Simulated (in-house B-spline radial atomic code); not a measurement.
# Br³⁺: density, ELF and screening along the radius

How do the shells of Br³⁺ show in real space, and how much do the settings move them?

The numbers are computed with in-house B-spline radial atomic code version 1 (several methods, spin-polarised, as named in each step; spherical all-electron atom at the radial basis limit), except any that are marked as measured or tabulated.

## (1) The system

- element: bromine (Z = 35)
- charge: +3
- electrons: 32
- configuration: [Ar] 3d10 4s2 4p2
- nucleus: point (non-relativistic runs) or finite (X2C runs)

The outer shells:

[Ar] 3d10 4s2 4p2
```
[Ar] core
3d [↑↓][↑↓][↑↓][↑↓][↑↓]
4s [↑↓]
4p [↑ ][↑ ][  ]
```

Where spins are not typed, each open shell is filled with up spins first.

## (2) LDA (VWN5), non-rel.

Input settings:

```ini
Z = 35
electrons = 32.0
configuration = [Ar] 3d10 4s2 4p2
hamiltonian = nr
method = lda,vwn
spin_polarised = True
```

The run is started by

```bash
$ python run_scf.py task.json out
```

One command runs all members of the session, one after another, from task.json.

## (3) PBE, non-rel.

Input settings:

```ini
Z = 35
electrons = 32.0
configuration = [Ar] 3d10 4s2 4p2
hamiltonian = nr
method = pbe,pbe
spin_polarised = True
```

## (4) Hartree-Fock, non-rel.

Input settings:

```ini
Z = 35
electrons = 32.0
configuration = [Ar] 3d10 4s2 4p2
hamiltonian = nr
method = hf
spin_polarised = True
```

## (5) TPSS, non-rel.

Settings: those of step 4 with these lines changed.

```diff
@@ -4,3 +4,3 @@
 hamiltonian = nr
-method = hf
+method = tpss,tpss
 spin_polarised = True
```

Before running: How large is the system in each run, where do the shell borders lie, and what is the highest level?

The runs gave:

| run | total energy (hartree) | highest level (eV) | radius holding 50 / 90 / 99 % (bohr) | radius at n = 0.001 (bohr) | ELF minima on the full grid (bohr) |
| --- | --- | --- | --- | --- | --- |
| LDA (VWN5), non-rel. | -2568.0929 | -40.958 | 0.445 / 1.30 / 2.55 | 3.29 | 0.066, 0.26, 1.0 |
| PBE, non-rel. | -2571.2767 | -40.849 | 0.445 / 1.30 / 2.56 | 3.30 | 0.066, 0.26, 1.0 |
| Hartree-Fock, non-rel. | -2570.0337 | -46.425 | 0.445 / 1.31 / 2.58 | 3.32 | 0.066, 0.26, 1.1 |
| TPSS, non-rel. | -2571.5592 | -40.992 | 0.445 / 1.31 / 2.55 | 3.29 | 0.066, 0.26, 1.0 |

In the first run ELF has 3 minima on the grid, which mark the borders between shells. On the record's full grid the screened charge (r times the electrostatic potential) falls from 34.9 near the nucleus to 3.00 at 6.2 bohr; far out it tends to the net charge, 3. The grid is coarse (about 22 % a step), so the places of minima are rough.

Members of this set that are not shown: 6 used exact exchange with fractional occupations of an open shell, which is unsound here.
